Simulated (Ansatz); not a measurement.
# ClFH4O4W: vertical ionisation energy

An exercise on one series of results from a longer session: the logs are not shown, and one member is left open.

Computed with Ansatz 0.2.0, Gaussian basis. Level: unrestricted cation, the program's frozen cores in correlated methods.

Plan: UKS PBE-D4/def2-TZVPP; UKS r2SCAN-D4/def2-TZVPP; UKS PBE0-D4/def2-TZVPP; UKS B3LYP-D4/def2-TZVPP; UKS wB97X-V/def2-TZVPP; UKS wB97M-V/def2-TZVPP; UKS B2PLYP/def2-TZVPP; UHF-CCSD(T)/def2-TZVPP; UHF-MP2/def2-QZVPP; extrapolation to the limit; then −ε(HOMO) from the neutral's earlier runs with LDA (SPW92), PBE-D4, revPBE-D4, BLYP-D4, r2SCAN-D4, B97M-V, PBE0-D4, B3LYP-D4, r2SCANh-D4, r2SCAN0-D4, HSE06-D4, BHLYP-D4, CAM-B3LYP-D4, LC-ωPBE, ωB97X-V, ωB97M-V.

### The geometry

The geometry comes from an earlier relaxation with PBE0-D4 in a triple-zeta def2 set; it is a stationary point, not always the lowest conformer. W takes the def2 core potential; no spin-orbit term is included.

11 atoms, charge 0, spin multiplicity 1.

Atoms are counted from 1 here; the program's logs count them from 0.

Bond lengths: O1–W2 1.883 Å, O1–H8 0.963 Å, W2–O3 1.855 Å, W2–O4 1.867 Å, W2–O5 1.873 Å, W2–F6 1.891 Å, W2–Cl7 2.418 Å, O3–H9 0.962 Å, O4–H10 0.961 Å, O5–H11 0.961 Å. Angles: W2–O1–H8 117.3°, O1–W2–O3 100.0°, O1–W2–O4 88.3°, O1–W2–O5 98.9°, O1–W2–F6 82.3°, O1–W2–Cl7 171.2°, O3–W2–O4 91.0°, O3–W2–O5 161.1°, O3–W2–F6 92.4°, O3–W2–Cl7 80.7°, O4–W2–O5 90.2°, O4–W2–F6 170.4°, O4–W2–Cl7 100.4°, O5–W2–F6 89.5°, O5–W2–Cl7 80.5°, F6–W2–Cl7 89.0°, W2–O3–H9 125.7°, W2–O4–H10 125.5° and more.

Set-up of the first run:

in.yaml

```yaml
crystal:
  periodic: [false, false, false]
  atoms:
    - {symbol: O, position_ang: [0.231024, -1.924769, 0.026535]}
    - {symbol: W, position_ang: [-0.015071, -0.059260, 0.108035]}
    - {symbol: O, position_ang: [0.854402, 0.311077, 1.704422]}
    - {symbol: O, position_ang: [1.579774, 0.138315, -0.842648]}
    - {symbol: O, position_ang: [-0.994303, 0.172218, -1.471578]}
    - {symbol: F, position_ang: [-1.604649, -0.564769, 0.997988]}
    - {symbol: Cl, position_ang: [-0.654547, 2.257804, 0.373141]}
    - {symbol: H, position_ang: [-0.455828, -2.477770, 0.414490]}
    - {symbol: H, position_ang: [0.850940, 1.157003, 2.161463]}
    - {symbol: H, position_ang: [1.684383, 0.013518, -1.789279]}
    - {symbol: H, position_ang: [-1.476117, 0.976622, -1.682579]}
basis:
  gaussian: {orbitals: def2-TZVPP}
total_charge: 1
magnetization: {spin_polarized: true, initial_magnetization: 1}
hamiltonian: {xc: pbe, dispersion: d4}
```

On the command line:

```
$ ansatz run in.yaml --threads 2 --pin off --events-out ev --progress --plain --max-ram 32768MiB --backend cuda --devices 0, --max-vram 18GiB
```

Steps of the session up to this table: Cation, UKS PBE-D4/def2-TZVPP; Cation, UKS r2SCAN-D4/def2-TZVPP; Cation, UKS PBE0-D4/def2-TZVPP; Cation, UKS B3LYP-D4/def2-TZVPP; Cation, UKS wB97X-V/def2-TZVPP; Cation, UKS wB97M-V/def2-TZVPP; Cation, UKS B2PLYP (frozen core)/def2-TZVPP; Cation, UHF-CCSD(T)/def2-TZVPP; Cation, UHF-MP2/def2-QZVPP.

One table of the session follows, with a row left open; its other results are not shown here.

It belongs to the step «Ionisation energies side by side». Orbital estimates, from the neutral's runs:

| functional | −ε(HOMO) (eV) |
| --- | --- |
| LDA (SPW92) | 7.23 |
| PBE-D4 | 7.03 |
| revPBE-D4 | 6.95 |
| BLYP-D4 | 6.89 |
| r2SCAN-D4 | 7.40 |
| B97M-V | 7.49 |
| PBE0-D4 | 8.51 |
| B3LYP-D4 | 8.24 |
| r2SCANh-D4 | 7.94 |
| r2SCAN0-D4 | 8.76 |
| HSE06-D4 | 8.10 |
| BHLYP-D4 | ? |
| CAM-B3LYP-D4 | 9.92 |
| LC-ωPBE | 11.32 |
| ωB97X-V | 10.94 |
| ωB97M-V | 10.80 |

Q: Estimate the row for BHLYP-D4 from the others.

Worked estimate for «−ε(HOMO) (eV)». Against the share of exact exchange, BLYP-D4 (0, 6.89), B3LYP-D4 (0.2, 8.24) give a slope of 6.75 per unit share; at 0.5 the line stands at 10.26.

As computed: −ε(HOMO) (eV): 9.87. In «−ε(HOMO) (eV)» the line misses by +0.39.
